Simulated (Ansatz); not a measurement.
# CH4ClMgN: the cost of one run

All numbers below are computed with Ansatz 0.2.0 (RKS PBE-D4/def2-SVPD).

## 1. The starting structure

Bond lengths: N1–C2 1.420 Å, C2–Mg3 2.180 Å, Mg3–Cl4 2.195 Å, N1–H5 1.016 Å, N1–H6 1.016 Å, C2–H7 1.092 Å, C2–H8 1.092 Å. Angles: N1–C2–Mg3 110.4°, N1–C2–H7 109.0°, N1–C2–H8 109.0°, Mg3–C2–H7 109.5°, Mg3–C2–H8 109.3°, H7–C2–H8 109.5°, C2–N1–H5 112.8°, C2–N1–H6 112.8°, H5–N1–H6 109.5°, C2–Mg3–Cl4 107.4°.

Structure file:

```xyz
8

N     0.0556    1.0414    0.2646
C     0.5312   -0.2414    0.6444
Mg   -0.2661   -1.7731   -0.6867
Cl   -1.5577   -0.7670   -2.1487
H     0.3574    1.3139   -0.6660
H    -0.9547    1.1223    0.3307
H     1.6216   -0.2461    0.5941
H     0.2129   -0.4501    1.6675
```

## 2. End point A

input.yaml

```yaml
crystal:
  periodic: [false, false, false]
  atoms:
    - { symbol: "N", position_ang: [0.05555, 1.04145, 0.26462] }
    - { symbol: C, position_ang: [0.53115, -0.24144, 0.64444] }
    - { symbol: Mg, position_ang: [-0.26615, -1.77305, -0.6867] }
    - { symbol: Cl, position_ang: [-1.55768, -0.76702, -2.14868] }
    - { symbol: H, position_ang: [0.35738, 1.3139, -0.666] }
    - { symbol: H, position_ang: [-0.95475, 1.12233, 0.33073] }
    - { symbol: H, position_ang: [1.62161, -0.24607, 0.59414] }
    - { symbol: H, position_ang: [0.21288, -0.4501, 1.66745] }
basis:
  gaussian: { orbitals: def2-SVPD }
hamiltonian:
  xc: pbe
  dispersion: d4
relax:
  f_tol: 0.015
  max_steps: 40
```

Run with:

```bash
$ ansatz run input.yaml --threads 2 --pin off --max-ram 3072MiB --backend cpu --events-out ev --progress --plain --runs-dir out
```

**Question.** How long does this run take on 2 threads of Arm Neoverse V1, shared host, and how much memory does it need?

About 31 s, with a peak of 0.15 GiB.
